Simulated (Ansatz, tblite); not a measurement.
# The cluster Sn16PH28: rung by rung

An exercise on one series of results from a longer session: the logs are not shown, and one member is left open.

Computed with Ansatz 0.2.0, Gaussian basis. Level: as each input shows.

The runs, in order: GFN1-xTB, GFN2-xTB, PBE-D4/def2-TZVP, r2SCAN-D4/def2-TZVP, r2SCAN0-D4/def2-TZVP, PBE-D4/def2-SVP, PBE0-D4/def2-SVP, MP2/def2-SVP.

4 further runs of the same task are left out: 2 for a known fault of the program, 2 set aside as unsound or not needed. Runs told in other sessions of the task aren't counted.

## The structure

The geometry is that of the doublet, from an earlier relaxation (PBE-D4/def2-SVP).

45 atoms, charge 0, spin multiplicity 2.

Bond lengths: P1–Sn10 2.561 Å, P1–Sn11 2.557 Å, P1–Sn13 2.566 Å, Sn2–Sn11 2.818 Å, Sn2–Sn12 2.815 Å, Sn2–H18 1.738 Å, Sn2–H19 1.734 Å, Sn3–Sn10 2.818 Å, Sn3–Sn14 2.817 Å, Sn3–H20 1.742 Å, Sn3–H21 1.733 Å, Sn4–Sn13 2.810 Å, Sn4–Sn14 2.817 Å, Sn4–Sn15 2.819 Å, Sn4–H22 1.742 Å, Sn5–Sn6 2.851 Å, Sn5–Sn7 2.848 Å, Sn5–H24 1.775 Å and more. Angles: Sn10–P1–Sn11 93.8°, Sn10–P1–Sn13 96.2°, Sn11–P1–Sn13 95.5°, Sn11–Sn2–Sn12 110.1°, Sn11–Sn2–H18 108.6°, Sn11–Sn2–H19 109.4°, Sn12–Sn2–H18 109.7°, Sn12–Sn2–H19 111.6°, H18–Sn2–H19 107.4°, Sn10–Sn3–Sn14 116.2°, Sn10–Sn3–H20 105.6°, Sn10–Sn3–H21 107.9°, Sn14–Sn3–H20 109.4°, Sn14–Sn3–H21 110.4°, H20–Sn3–H21 106.8°, Sn13–Sn4–Sn14 104.2°, Sn13–Sn4–Sn15 106.7°, Sn13–Sn4–H22 111.4° and more.

Sn takes a core potential in the def2 sets. No spin-orbit coupling is included.

PBE0-D4/def2-TZVP was run before; its log isn't repeated, and its numbers join the tables.

The first run:

Tight binding, by tblite at 300 K electronic temperature and without a spin-polarisation term:

```python
tblite.interface.Calculator('GFN1-xTB', numbers, positions, charge=0, uhf=1).singlepoint()
```

Tight binding, by tblite at 300 K electronic temperature and without a spin-polarisation term:

```python
tblite.interface.Calculator('GFN2-xTB', numbers, positions, charge=0, uhf=1).singlepoint()
```

start.molden holds the orbitals of an earlier run on this state, given as this run's starting guess.

in.yaml

```yaml
crystal:
  periodic: [false, false, false]
  atoms:
    - {symbol: P, position_ang: [-0.441076, -0.692421, -0.532073]}
    - {symbol: Sn, position_ang: [-3.940205, 1.937773, -1.133560]}
    - {symbol: Sn, position_ang: [-1.869440, -3.763572, 2.539917]}
    - {symbol: Sn, position_ang: [1.876261, -4.197166, -0.201619]}
    - {symbol: Sn, position_ang: [0.675344, 1.680076, 1.832049]}
    - {symbol: Sn, position_ang: [1.815919, -0.791884, 2.678887]}
    - {symbol: Sn, position_ang: [1.870672, 2.845854, -0.475750]}
    - {symbol: Sn, position_ang: [-1.689070, 5.678716, 0.253315]}
    - {symbol: Sn, position_ang: [4.742990, -0.643881, -1.067894]}
    - {symbol: Sn, position_ang: [-2.411372, -1.579993, 0.842208]}
    - {symbol: Sn, position_ang: [-1.937785, 0.351730, -2.323384]}
    - {symbol: Sn, position_ang: [-2.902994, 3.287908, 1.108548]}
    - {symbol: Sn, position_ang: [0.002089, -2.867430, -1.819587]}
    - {symbol: Sn, position_ang: [0.318701, -5.386341, 1.822586]}
    - {symbol: Sn, position_ang: [3.527839, -2.210964, 0.927094]}
    - {symbol: Sn, position_ang: [0.139901, 4.738472, -1.667163]}
    - {symbol: Sn, position_ang: [2.845610, 0.986190, -2.346693]}
    - {symbol: H, position_ang: [-4.499515, 3.093383, -2.305210]}
    - {symbol: H, position_ang: [-5.289865, 0.936842, -0.706633]}
    - {symbol: H, position_ang: [-3.323548, -4.722290, 2.548135]}
    - {symbol: H, position_ang: [-1.665733, -3.149892, 4.148270]}
    - {symbol: H, position_ang: [2.746161, -5.410298, -1.100136]}
    - {symbol: H, position_ang: [-1.491930, 2.260968, 1.635182]}
    - {symbol: H, position_ang: [1.009406, 2.877109, 3.098797]}
    - {symbol: H, position_ang: [0.454202, -1.878696, 2.857764]}
    - {symbol: H, position_ang: [2.517502, -0.705478, 4.275540]}
    - {symbol: H, position_ang: [3.257360, 3.785038, 0.027959]}
    - {symbol: H, position_ang: [-2.862072, 6.781199, -0.398146]}
    - {symbol: H, position_ang: [-0.888692, 6.465683, 1.575638]}
    - {symbol: H, position_ang: [5.577131, -1.685434, -2.182479]}
    - {symbol: H, position_ang: [5.942252, 0.373136, -0.328176]}
    - {symbol: H, position_ang: [-3.690066, -1.991133, -0.266923]}
    - {symbol: H, position_ang: [-2.963283, -0.203727, 1.754862]}
    - {symbol: H, position_ang: [-2.643817, -0.926604, -3.269722]}
    - {symbol: H, position_ang: [-0.907771, 1.290168, -3.355066]}
    - {symbol: H, position_ang: [-4.037892, 3.398747, 2.423712]}
    - {symbol: H, position_ang: [-1.495669, -3.742288, -1.985203]}
    - {symbol: H, position_ang: [0.554783, -2.434134, -3.406275]}
    - {symbol: H, position_ang: [-0.305460, -6.915519, 1.277999]}
    - {symbol: H, position_ang: [1.266938, -5.696488, 3.245689]}
    - {symbol: H, position_ang: [4.763142, -3.012104, 1.866083]}
    - {symbol: H, position_ang: [-0.811921, 3.981163, -2.908666]}
    - {symbol: H, position_ang: [1.030069, 6.026968, -2.418234]}
    - {symbol: H, position_ang: [1.587718, 0.002329, -3.018695]}
    - {symbol: H, position_ang: [3.589887, 1.817084, -3.683646]}
basis:
  gaussian: {orbitals: def2-TZVP, fitting: {mean_field: def2-universal-jkfit}, initial_orbitals: start.molden}
magnetization: {spin_polarized: true, initial_magnetization: 1}
hamiltonian: {xc: pbe, dispersion: d4}
scf: {omitted_lower_state_checks: [starts]}
output: {forces: true, orbitals: {seedname: orbitals}}
```

Run with:

```bash
> ansatz run in.yaml --threads 4 --pin off --events-out ev --progress --plain --max-ram 66560MiB --backend cuda --devices 0, --max-vram 37GiB
```

Steps of the session up to this table: PBE-D4/def2-TZVP; r2SCAN-D4/def2-TZVP; r2SCAN0-D4/def2-TZVP; PBE-D4/def2-SVP; PBE0-D4/def2-SVP; MP2/def2-SVP.

One table of the session follows, with a row left open; its other results are not shown here.

It belongs to the step «Binding energy». 

| level | binding an atom (eV) |
| --- | --- |
| HF/def2-SVP | 1.575 |
| PBE-D4/def2-SVP | 2.388 |
| PBE-D4/def2-TZVP | 2.400 |
| r2SCAN-D4/def2-TZVP | 2.409 |
| PBE0-D4/def2-SVP | 2.378 |
| PBE0-D4/def2-TZVP | ? |
| r2SCAN0-D4/def2-TZVP | 2.392 |
| MP2/def2-SVP | 2.179 |

**Question.** Estimate the row for PBE0-D4/def2-TZVP.

**Answer.** binding an atom (eV): 2.394. In the column «binding an atom (eV)» it lies between r2SCAN0-D4/def2-TZVP (2.392) and PBE-D4/def2-TZVP (2.400).

Caveats from the session: Free atoms were run apart at each level; binding is atoms less cluster, divided by the number of atoms, without zero-point or spin-orbit terms.
